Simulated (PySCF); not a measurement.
# C3H5BF2S: electronic excitations at several levels of theory

How much do the electronic excitations of C3H5BF2S (`C=C(SC)B(F)F`) depend on the level of theory, and what does each level cost?

The runs use PySCF 2.14.0, with density-fitted response routines of our own; the level of theory stands in each step. All values are computed, except where a source is named. Atoms count from 0, in the outputs and in this text.

### Step 1. Starting geometry

12 atoms, charge 0, multiplicity 1; geometry from: GFN2-xTB. The atoms were then displaced at random by about 0.01 Å, so the start is not that level's minimum.

Bonds of the start (Å): C0–C1 1.37, C1–S2 1.76, S2–C3 1.87, C1–B4 1.56, B4–F5 1.32, B4–F6 1.31, C0–H7 1.05, C0–H8 1.05, C3–H9 1.07, C3–H10 1.06, C3–H11 1.09.

### Step 2. Geometry optimisation at PBE0-D3(BJ)/def2-SVP

The job: settings as JSON, then the geometry in Å.

```
{"job": {"xc": "PBE0", "basis": "def2-SVP", "d3": "d3bj", "grid": 1, "shake": 0.01, "kind": "geom"}, "charge": 0, "multiplicity": 1}
C     -0.118790    -1.314680     0.217300
C     -0.705790    -0.121350    -0.113270
S      0.166210     1.405880    -0.238750
C      1.930440     0.945960     0.172160
B     -2.227460    -0.021000    -0.426220
F     -2.851070     1.103250    -0.739820
F     -2.998870    -1.077490    -0.366470
H     -0.736140    -2.167250     0.261140
H      0.904460    -1.410470     0.449660
H      2.266820     0.227660    -0.542840
H      2.462750     1.859600     0.128670
H      1.947140     0.541630     1.189410
```

The run is started by

```console
$ OMP_NUM_THREADS=1 python probes_run.py task.json out
```

One launch serves the whole session: the jobs run in the order shown.

Output:

```text
step   0  E = -739.28007433  max force = 0.050824
step   1  E = -739.28650859  max force = 0.006746
step   2  E = -739.28743577  max force = 0.003735
step   3  E = -739.28759112  max force = 0.002199
step   4  E = -739.28782346  max force = 0.001326
step   5  E = -739.28785707  max force = 0.000960
step   6  E = -739.28787543  max force = 0.000295
step   7  E = -739.28788067  max force = 0.000476
step   8  E = -739.28788247  max force = 0.000237
optimisation converged
```

Wall time 84 s (1 thread of Arm Neoverse N1, shared host); peak memory 0.53 GiB.

The steps of the relaxation:

```
step  energy from step 0 (eV)  largest force component (eV/Å)
   0                   0.0000                          2.6135
   1                  -0.1751                          0.3469
   2                  -0.2003                          0.1921
   3                  -0.2045                          0.1131
   4                  -0.2109                          0.0682
   5                  -0.2118                          0.0494
   6                  -0.2123                          0.0152
   7                  -0.2124                          0.0245
   8                  -0.2125                          0.0122
```

Distances of close pairs at the start and the end, largest changes first:

```
  bond  before (Å)  after (Å)  change (Å)
 S2–C3       1.869      1.796      -0.073
C3–H10       1.058      1.098      +0.040
 C0–H7       1.054      1.093      +0.039
 C0–H8       1.054      1.093      +0.039
 C3–H9       1.068      1.101      +0.033
 C0–C1       1.370      1.348      -0.023
 C1–S2       1.763      1.751      -0.012
 B4–F6       1.310      1.319      +0.009
```

The end geometry stands in the next job.

```
                         at the end point                value
rotational constants (GHz, main isotopes)  4.148, 1.372, 1.038
                        dipole moment (D)                 2.80
```

### Step 3. TDDFT and polarisability: PBE0/def2-SVP

The job: settings as JSON, then the geometry in Å.

```
{"job": {"kind": "uv", "xc": "PBE0", "basis": "def2-SVP"}, "charge": 0, "multiplicity": 1}
C     -0.029733    -1.322924     0.170314
C     -0.674924    -0.150701     0.010836
S      0.047950     1.430073    -0.203948
C      1.804788     1.064892    -0.128983
B     -2.231734    -0.143041     0.005835
F     -2.917718     0.963215    -0.194253
F     -2.919359    -1.250977     0.201771
H     -0.612472    -2.238602     0.297098
H      1.058403    -1.421426     0.179148
H      2.111713     0.399989    -0.950610
H      2.325878     2.025904    -0.233034
H      2.076766     0.613062     0.837180
```

Level: TDDFT PBE0/def2-SVP, vertical, gas phase, core orbitals frozen in the response.

Output:

```text
coarse grid: 11240 points
cycle   1  E = -739.1286514239  dE =  7.209e-01  |g| = 6.176e-01  |ddm| = 3.739e+00
cycle   2  E = -739.0827691516  dE =  4.588e-02  |g| = 8.370e-01  |ddm| = 1.044e+00
cycle   3  E = -739.1968492669  dE = -1.141e-01  |g| = 6.696e-02  |ddm| = 5.926e-01
cycle   4  E = -739.1977327135  dE = -8.834e-04  |g| = 3.729e-02  |ddm| = 1.190e-01
cycle   5  E = -739.1980763655  dE = -3.437e-04  |g| = 1.049e-02  |ddm| = 4.105e-02
cycle   6  E = -739.1981021733  dE = -2.581e-05  |g| = 2.733e-03  |ddm| = 1.145e-02
cycle   7  E = -739.1981042415  dE = -2.068e-06  |g| = 7.061e-04  |ddm| = 4.192e-03
final grid: 106648 points
cycle   8  E = -739.2783524723  dE = -3.835e-05  |g| = 8.565e-03  |ddm| = 3.033e-02
cycle   9  E = -739.2783340905  dE =  1.838e-05  |g| = 1.162e-02  |ddm| = 2.163e-02
cycle  10  E = -739.2783718694  dE = -3.778e-05  |g| = 1.443e-03  |ddm| = 1.431e-02
cycle  11  E = -739.2783724491  dE = -5.797e-07  |g| = 3.081e-04  |ddm| = 1.836e-03
cycle  12  E = -739.2783724712  dE = -2.211e-08  |g| = 9.759e-05  |ddm| = 3.492e-04
cycle  13  E = -739.2783724731  dE = -1.860e-09  |g| = 3.932e-05  |ddm| = 1.081e-04
cycle  14  E = -739.2783724734  dE = -3.549e-10  |g| = 4.499e-06  |ddm| = 4.252e-05
converged SCF energy = -739.2783724734

Static polarisability (au): isotropic 58.881, principal 35.227 66.812 74.603

Singlet excitations
state   eV       nm        f      main configurations
  1   4.6558    266.3   0.10683   H->L 0.97
  2   6.0756    204.1   0.00147   H->L+1 0.94
  3   6.6553    186.3   0.00005   H-1->L 0.84, H-3->L 0.08
  4   7.0345    176.3   0.00379   H-3->L 0.90
  5   7.2677    170.6   0.01150   H->L+2 0.75, H->L+4 0.12
  6   7.3207    169.4   0.13801   H-2->L 0.67, H->L+3 0.17
  7   7.5853    163.5   0.00547   H->L+4 0.69, H->L+2 0.13, H->L+3 0.11
  8   7.8064    158.8   0.14009   H->L+3 0.66, H-2->L 0.15, H->L+4 0.12
  9   8.0009    155.0   0.00769   H->L+5 0.92
 10   8.5011    145.8   0.00525   H->L+6 0.97

Triplet excitations (Tamm-Dancoff, eV): 2.9956 5.5576 5.7003 6.2226
```

It took 22 s on 1 thread of Arm Neoverse N1, shared host; peak memory 0.63 GiB.

Frontier orbitals and where they lie:

```
orbital     eV                       atoms
 HOMO−3  -9.84   C1 24 %, B4 17 %, S2 14 %
 HOMO−2  -9.36   C1 41 %, S2 22 %, C0 21 %
 HOMO−1  -9.32    S2 60 %, C1 13 %, C3 9 %
   HOMO  -6.46    S2 62 %, C0 26 %, C1 5 %
   LUMO  -1.22   C0 36 %, B4 29 %, C1 18 %
 LUMO+1   1.18  S2 32 %, C3 22 %, H11 10 %
 LUMO+2   2.24   B4 21 %, S2 20 %, C1 12 %
```

With each of the 10 states as a Gaussian band of 0.4 eV half-width at 1/e, the curve within the window shown has maxima at 266 nm (ε 4,300), 164 nm (ε 8,400) L/(mol cm). Beyond the last state computed it falls off for lack of states. The curve at chosen wavelengths:

```
 nm  ε (L/mol/cm)
141           139
148          1031
154          4444
161          8068
167          8209
174          5410
180          2153
187           402
193            89
200            59
207            58
213            41
220            28
226            63
233           267
239           726
246          1698
253          2952
259          3869
266          4324
272          4086
279          3284
285          2432
292          1529
298           944
305           495
```

Ground-state properties from the same run:

```
           property  computed
  dipole moment (D)      2.80
polarisability (Å³)      8.73
 HOMO–LUMO gap (eV)      5.24
      −ε(HOMO) (eV)      6.46
```

### Step 4. Excited states and response: PBE0/def2-TZVP

Settings changed since step 3:

```diff
@@ -1,2 +1,2 @@
-{"job": {"kind": "uv", "xc": "PBE0", "basis": "def2-SVP"}, "charge": 0, "multiplicity": 1}
+{"job": {"kind": "uv", "xc": "PBE0", "basis": "def2-TZVP"}, "charge": 0, "multiplicity": 1}
 C     -0.029733    -1.322924     0.170314
```

Method: TDDFT PBE0/def2-TZVP, vertical, gas phase, core orbitals frozen in the response.

Output:

```text
coarse grid: 11240 points
cycle   1  E = -739.7453257952  dE =  7.635e-01  |g| = 6.515e-01  |ddm| = 2.733e+00
cycle   2  E = -739.6930981344  dE =  5.223e-02  |g| = 9.124e-01  |ddm| = 7.751e-01
cycle   3  E = -739.8153922779  dE = -1.223e-01  |g| = 6.867e-02  |ddm| = 4.225e-01
cycle   4  E = -739.8161424824  dE = -7.502e-04  |g| = 4.522e-02  |ddm| = 9.920e-02
cycle   5  E = -739.8166338711  dE = -4.914e-04  |g| = 1.314e-02  |ddm| = 3.490e-02
cycle   6  E = -739.8166720116  dE = -3.814e-05  |g| = 2.904e-03  |ddm| = 9.520e-03
cycle   7  E = -739.8166738700  dE = -1.858e-06  |g| = 1.207e-03  |ddm| = 2.872e-03
final grid: 106648 points
cycle   8  E = -739.8145454006  dE = -1.262e-04  |g| = 1.102e-02  |ddm| = 6.859e-02
cycle   9  E = -739.8145185041  dE =  2.690e-05  |g| = 1.462e-02  |ddm| = 1.691e-02
cycle  10  E = -739.8145699498  dE = -5.145e-05  |g| = 2.021e-03  |ddm| = 1.137e-02
cycle  11  E = -739.8145710465  dE = -1.097e-06  |g| = 6.087e-04  |ddm| = 1.928e-03
cycle  12  E = -739.8145711303  dE = -8.377e-08  |g| = 1.523e-04  |ddm| = 4.249e-04
cycle  13  E = -739.8145711354  dE = -5.097e-09  |g| = 5.915e-05  |ddm| = 1.230e-04
cycle  14  E = -739.8145711361  dE = -7.065e-10  |g| = 1.186e-05  |ddm| = 4.116e-05
converged SCF energy = -739.8145711361

Static polarisability (au): isotropic 68.747, principal 45.484 76.192 84.566

Singlet excitations
state   eV       nm        f      main configurations
  1   4.5302    273.7   0.10939   H->L 0.97
  2   5.6554    219.2   0.00199   H->L+1 0.93
  3   6.5013    190.7   0.00100   H->L+2 0.84, H-1->L 0.08
  4   6.5483    189.3   0.00010   H-1->L 0.68, H-2->L 0.10, H->L+2 0.10
  5   6.9152    179.3   0.00035   H-3->L 0.78, H-1->L 0.09, H->L+3 0.08
  6   6.9439    178.6   0.00628   H->L+3 0.71, H-3->L 0.12, H->L+4 0.10
  7   7.1282    173.9   0.11103   H-2->L 0.47, H->L+4 0.39
  8   7.3862    167.9   0.09123   H->L+5 0.40, H->L+4 0.29, H-2->L 0.19
  9   7.4336    166.8   0.09512   H->L+5 0.54, H->L+4 0.18, H-2->L 0.16
 10   7.9362    156.2   0.00245   H->L+6 0.96

Triplet excitations (Tamm-Dancoff, eV): 2.9679 5.1853 5.6196 6.1100
```

Wall time 65 s (1 thread of Arm Neoverse N1, shared host); peak memory 1.1 GiB.

This run: HOMO -6.56 eV, LUMO -1.37 eV; lowest singlet 4.53 eV.

### Step 5. TDDFT and polarisability: PBE0/aug-cc-pVDZ

Settings changed since step 4:

```diff
@@ -1,2 +1,2 @@
-{"job": {"kind": "uv", "xc": "PBE0", "basis": "def2-TZVP"}, "charge": 0, "multiplicity": 1}
+{"job": {"kind": "uv", "xc": "PBE0", "basis": "aug-cc-pVDZ"}, "charge": 0, "multiplicity": 1}
 C     -0.029733    -1.322924     0.170314
```

With the program's defaults for keys left out, this is: TDDFT PBE0/aug-cc-pVDZ, vertical, gas phase, core orbitals frozen in the response.

Output:

```text
coarse grid: 11240 points
cycle   1  E = -739.6264307590  dE =  8.026e-01  |g| = 5.792e-01  |ddm| = 9.392e+00
cycle   2  E = -739.5836116110  dE =  4.282e-02  |g| = 8.000e-01  |ddm| = 2.378e+00
cycle   3  E = -739.6880506298  dE = -1.044e-01  |g| = 6.570e-02  |ddm| = 1.178e+00
cycle   4  E = -739.6889217818  dE = -8.712e-04  |g| = 3.503e-02  |ddm| = 1.885e-01
cycle   5  E = -739.6892228130  dE = -3.010e-04  |g| = 1.135e-02  |ddm| = 7.311e-02
cycle   6  E = -739.6892531626  dE = -3.035e-05  |g| = 2.615e-03  |ddm| = 2.978e-02
cycle   7  E = -739.6892549828  dE = -1.820e-06  |g| = 7.348e-04  |ddm| = 6.686e-03
final grid: 106648 points
cycle   8  E = -739.6982317388  dE = -4.839e-05  |g| = 9.145e-03  |ddm| = 1.964e-01
cycle   9  E = -739.6982100201  dE =  2.172e-05  |g| = 1.254e-02  |ddm| = 5.098e-02
cycle  10  E = -739.6982536520  dE = -4.363e-05  |g| = 1.513e-03  |ddm| = 2.838e-02
cycle  11  E = -739.6982542985  dE = -6.465e-07  |g| = 3.680e-04  |ddm| = 3.062e-03
cycle  12  E = -739.6982543298  dE = -3.136e-08  |g| = 1.241e-04  |ddm| = 8.789e-04
cycle  13  E = -739.6982543331  dE = -3.233e-09  |g| = 4.916e-05  |ddm| = 2.910e-04
cycle  14  E = -739.6982543336  dE = -5.687e-10  |g| = 6.640e-06  |ddm| = 9.866e-05
converged SCF energy = -739.6982543336

Static polarisability (au): isotropic 73.327, principal 51.490 80.335 88.156

Singlet excitations
state   eV       nm        f      main configurations
  1   4.4720    277.2   0.11095   H->L 0.97
  2   5.2440    236.4   0.00200   H->L+1 0.95
  3   5.8342    212.5   0.00055   H->L+2 0.82
  4   6.1099    202.9   0.02667   H->L+3 0.86
  5   6.2403    198.7   0.03851   H->L+4 0.98
  6   6.3605    194.9   0.00070   H->L+5 0.58, H->L+9 0.22, H->L+2 0.10
  7   6.5391    189.6   0.00009   H-1->L 0.44, H-2->L 0.43
  8   6.7082    184.8   0.00160   H->L+6 0.88
  9   6.8253    181.7   0.00020   H->L+8 0.40, H->L+9 0.34, H->L+5 0.18
 10   6.8897    180.0   0.06421   H->L+7 0.91

Triplet excitations (Tamm-Dancoff, eV): 2.9717 5.0215 5.6008 5.6800
```

Wall time 50 s (1 thread of Arm Neoverse N1, shared host); peak memory 0.85 GiB.

This run: HOMO -6.58 eV, LUMO -1.44 eV; lowest singlet 4.47 eV.

### Step 6. Excited states and response: PBE0/6-31+G*

Settings changed since step 5:

```diff
@@ -1,2 +1,2 @@
-{"job": {"kind": "uv", "xc": "PBE0", "basis": "aug-cc-pVDZ"}, "charge": 0, "multiplicity": 1}
+{"job": {"kind": "uv", "xc": "PBE0", "basis": "6-31+G*"}, "charge": 0, "multiplicity": 1}
 C     -0.029733    -1.322924     0.170314
```

Method: TDDFT PBE0/6-31+G*, vertical, gas phase, core orbitals frozen in the response.

Output:

```text
coarse grid: 11240 points
cycle   1  E = -739.6289445089  dE =  7.846e-01  |g| = 5.735e-01  |ddm| = 3.635e+00
cycle   2  E = -739.5901853018  dE =  3.876e-02  |g| = 7.812e-01  |ddm| = 1.214e+00
cycle   3  E = -739.6896047747  dE = -9.942e-02  |g| = 6.504e-02  |ddm| = 5.693e-01
cycle   4  E = -739.6904619396  dE = -8.572e-04  |g| = 3.372e-02  |ddm| = 1.675e-01
cycle   5  E = -739.6907408889  dE = -2.789e-04  |g| = 1.068e-02  |ddm| = 4.134e-02
cycle   6  E = -739.6907675874  dE = -2.670e-05  |g| = 2.812e-03  |ddm| = 1.329e-02
cycle   7  E = -739.6907697355  dE = -2.148e-06  |g| = 6.649e-04  |ddm| = 7.604e-03
final grid: 106648 points
cycle   8  E = -739.6493987444  dE = -3.053e-05  |g| = 9.216e-03  |ddm| = 8.416e-02
cycle   9  E = -739.6493766409  dE =  2.210e-05  |g| = 1.268e-02  |ddm| = 2.733e-02
cycle  10  E = -739.6494218611  dE = -4.522e-05  |g| = 1.521e-03  |ddm| = 2.062e-02
cycle  11  E = -739.6494224990  dE = -6.379e-07  |g| = 3.166e-04  |ddm| = 2.806e-03
cycle  12  E = -739.6494225223  dE = -2.335e-08  |g| = 9.707e-05  |ddm| = 6.667e-04
cycle  13  E = -739.6494225241  dE = -1.789e-09  |g| = 4.178e-05  |ddm| = 1.441e-04
cycle  14  E = -739.6494225245  dE = -3.988e-10  |g| = 5.039e-06  |ddm| = 8.268e-05
converged SCF energy = -739.6494225245

Static polarisability (au): isotropic 67.152, principal 45.998 72.818 82.640

Singlet excitations
state   eV       nm        f      main configurations
  1   4.5565    272.1   0.12603   H->L 0.97
  2   5.3750    230.7   0.00144   H->L+1 0.93
  3   5.8718    211.2   0.00032   H->L+2 0.89
  4   6.3385    195.6   0.01864   H->L+3 0.57, H->L+5 0.33
  5   6.4987    190.8   0.05578   H->L+4 0.95
  6   6.5553    189.1   0.01369   H->L+3 0.39, H->L+5 0.38
  7   6.6335    186.9   0.00019   H-2->L 0.60, H-1->L 0.24
  8   6.9043    179.6   0.00002   H->L+6 0.76, H->L+5 0.14
  9   7.0083    176.9   0.00244   H-3->L 0.91
 10   7.2238    171.6   0.17333   H-1->L 0.61, H-2->L 0.25

Triplet excitations (Tamm-Dancoff, eV): 2.9987 5.0828 5.6574 5.7365
```

Run time: 28 s. Hardware: 1 thread of Arm Neoverse N1, shared host; peak memory 0.71 GiB.

Key values: HOMO -6.58 eV, LUMO -1.39 eV; lowest singlet 4.56 eV.

### Step 7. Comparing the runs: electronic excitations

Excitations and ground-state properties, with basis size and wall time:

```
             run  lowest singlet (eV)  brightest (eV)      f  gap (eV)  α (Å³)  μ (D)  functions  time
   PBE0/def2-SVP                 4.66            7.81  0.140      5.24    8.73   2.80        127  22 s
  PBE0/def2-TZVP                 4.53            7.13  0.111      5.19   10.19   2.89        253  65 s
PBE0/aug-cc-pVDZ                 4.47            4.47  0.111      5.15   10.87   2.92        210  50 s
    PBE0/6-31+G*                 4.56            7.22  0.173      5.18    9.95   3.05        140  28 s
```

### Step 8. What came out

| quantity | value |
| --- | --- |
| rotational constants (main isotopes) | 4.15, 1.37, 1.04 GHz |
| lowest singlet (PBE0/def2-SVP) | 4.66 eV (266 nm), f = 0.107 |
| brightest single state of those computed | state 8, 7.81 eV, f = 0.140 |
| lowest triplet | 3.00 eV |
| range of the lowest singlet | 4.47 to 4.66 eV |

In words: Single values in the summary come from the first sound run of each kind (PBE0/def2-SVP), which need not be the best level. The start of the PBE0/def2-SVP relaxation was shaken at random by about 0.01 Å, so part of the energy gained, and of the first lengths quoted, undoes that. The optimisation took 8 steps and gained 0.212 eV; among the close pairs (by a distance rule), S2–C3 changed most, from 1.869 to 1.796 Å. No frequency check was run at this level, so the end point may be a saddle. The lowest singlet, at 4.66 eV, is HOMO→LUMO 0.97 and is bright; of the 10 states computed, the strongest absorption comes from state 8 at 7.81 eV. The lowest triplet lies 1.66 eV below the lowest singlet (triplets in Tamm-Dancoff, singlets in full TDDFT). At PBE0/def2-SVP, states above −ε(HOMO) (6.46 eV) lie where TDDFT describes them poorly and they hang on the basis; the brightest is among them. The basis of PBE0/def2-SVP has no diffuse functions, so Rydberg states are missing and the high states are unreliable. The lowest singlet runs from 4.47 eV (PBE0/aug-cc-pVDZ) to 4.66 eV (PBE0/def2-SVP), while the orbital gap spans 5.15 to 5.24 eV. The lowest state need not be the same one in every run. The runs solved for a few states only, so the brightest column depends on that window.
